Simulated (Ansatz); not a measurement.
# LuBi: a run for elastic constants

Aim: a sound run for elastic constants of LuBi. The structure is shown as the input types it.

Program: Ansatz 0.2.0. Level of theory: DFT, PBEsol, PAW with Ansatz's default frozen-core files, scalar-relativistic; elastic constants from stresses of strained cells. These are calculated values, not measurements.

2 further runs of the same task are left out: 1 that didn't finish, 1 set aside as unsound or not needed.

**1. Starting point**

Symmetry: Fm-3m, No. 225, cubic system. Conventional cell: a = 5.594 Å, b = 5.594 Å, c = 5.594 Å, α = 90.00°, β = 90.00°, γ = 90.00°. Lu (site symmetry m-3m) is surrounded by 6 Bi at 2.80 Å. Around Bi (site symmetry m-3m) lie 6 Lu at 2.80 Å.

Structure file:

```
CELL_PARAMETERS angstrom
0.00000 2.79713 2.79713
2.79713 0.00000 2.79713
2.79713 2.79713 0.00000
ATOMIC_POSITIONS crystal
Lu 0.50000 0.50000 0.50000
Bi 0.00000 0.00000 0.00000
```

**2. Running it**

input.yaml

```yaml
crystal:
  lattice:
    - [0.0, 2.79713145062, 2.79713145062]
    - [2.79713145062, 0.0, 2.79713145062]
    - [2.79713145062, 2.79713145062, 0.0]
  atoms:
    - { symbol: Lu, position: [0.5, 0.5, 0.5], spin: 2.0 }
    - { symbol: Bi, position: [0.0, 0.0, 0.0] }
kpoints:
  mp_grid: { grid: [12, 12, 12] }
scf:
  occupations: { method: fermi_dirac, width: 0.1 }
  max_iter: 50
hamiltonian:
  xc: pbesol
  pseudopotentials: { kind: paw }
elastic:
  mode: relaxed_ion
  stencil: two_point
  amplitude: 0.005
```

Run with:

```sh
> ansatz run input.yaml --threads 1 --pin off --max-ram 2560MiB --backend cpu --events-out ev --progress --plain --runs-dir out
```

The program printed:

```text
Error: inconsistent input (magnetization.spin_polarized): false but per-atom `spin:`, `per_species`, `initial_magnetization`, `magnetic_field`, or `spin_locking` is set
```

It took 0.03 s on 1 thread of Intel Xeon Platinum 8488C (Sapphire Rapids), shared host; peak memory 0.042 GiB.

**3. Reading the log**

Nothing was computed: the input was turned down at the start. Its message: «inconsistent input (magnetization.spin_polarized): false but per-atom `spin:`, `per_species`, `initial_magnetization`, `magnetic_field`, or `spin_locking` is set»

Starting moments are given, but spin polarisation is off.

Fix: switch spin polarisation on, or remove the moments.

**4. Again, with the input mended**

Besides the cure, the input differs in scf.max_iter.

input.yaml, as its differences from that of step 2:

```diff
@@ -6,3 +6,3 @@
   atoms:
-    - { symbol: Lu, position: [0.5, 0.5, 0.5], spin: 2.0 }
+    - { symbol: Lu, position: [0.5, 0.5, 0.5] }
     - { symbol: Bi, position: [0.0, 0.0, 0.0] }
@@ -12,3 +12,2 @@
   occupations: { method: fermi_dirac, width: 0.1 }
-  max_iter: 50
 hamiltonian:
```

Run with:

```sh
> ansatz run input.yaml --threads 1 --pin off --max-ram 2560MiB --backend cpu --events-out ev --progress --plain --runs-dir out
```

Excerpt of the output:

```text
[...]
Basis set: ecut = 420 eV, 869 PW (Γ), exchange–correlation on 54×54×54 points (8 copies of the dense FFT grid, shifted against one another)
[...]
k-points: 72 of 1728
[...]
SCF iter   1: F=—  HF=-26853.990534 eV  |F-HF|=—  |Δ(HF+E_count)|=         —  Δρ=2.16e-3  dr2=2.40e-3  ethr=1.77e-3  ⟨swp⟩=5.3  Hψ=8557  notcnv=0
preconditioner: auto → Kerker (q_TF=auto, 2.688 Å⁻¹)  [metal: Δε(μ)=0.063 eV  Ē_g=16.355 eV  σ=0.100 eV  W_gap=0.16  n_scr=14 (ndim 8)  ℏωp=34.6 eV  f_vac=0.000  D(μ)=0.36/eV (n_scr^D=0)]
SCF iter   2: F=—  HF=-26853.986548 eV  |F-HF|=—  |Δ(HF+E_count)|=   3.99e-3  Δρ=1.14e-3  dr2=4.72e-4  ethr=6.00e-6  ⟨swp⟩=3.6  Hψ=5445  notcnv=0
[...]
k-points: 163 of 1728
[...]
k-points: 280 of 1728
[...]
SCF iter   5: F=—  HF=-26853.986243 eV  |F-HF|=—  |Δ(HF+E_count)|=    0.00e0  Δρ=8.72e-8  dr2=2.00e-12  ethr=1.98e-14 (applied; sched 1.00e-12)  ⟨swp⟩=3.0  Hψ=14675  notcnv=0
SCF iter   6: F=-26853.986243 eV  HF=-26853.986243 eV  |F-HF|=3.64e-12  |Δ(HF+E_count)|=  3.64e-12  Δρ=1.36e-8  dr2=5.37e-14  ethr=1.00e-12  ⟨swp⟩=5.9  Hψ=44578  notcnv=0
[...]
SCF converged after 13 iterations
Free energy (F): -26853.986337 eV
[...]
E sigma→0 (E₀):  -26853.980468 eV
[...]
Fermi energy:    18.063332 eV
[...]
  P = ⅓ Tr σ = 29.9509 GPa (299.509 kbar)
[...]
```

Run time: 51 s. Hardware: 1 thread of Intel Xeon Platinum 8488C (Sapphire Rapids), shared host; peak memory 0.59 GiB.

**5. Outcome**

| quantity | value |
| --- | --- |
| first try | refused |
| cause | moments without spin polarisation |
| second try | converged |
| energy (zero set by the potentials) | -26853.9863 eV |

What this shows: The second try converges. The structure is not at rest: the sound run finds 30 GPa, so these are no properties of the relaxed crystal. 
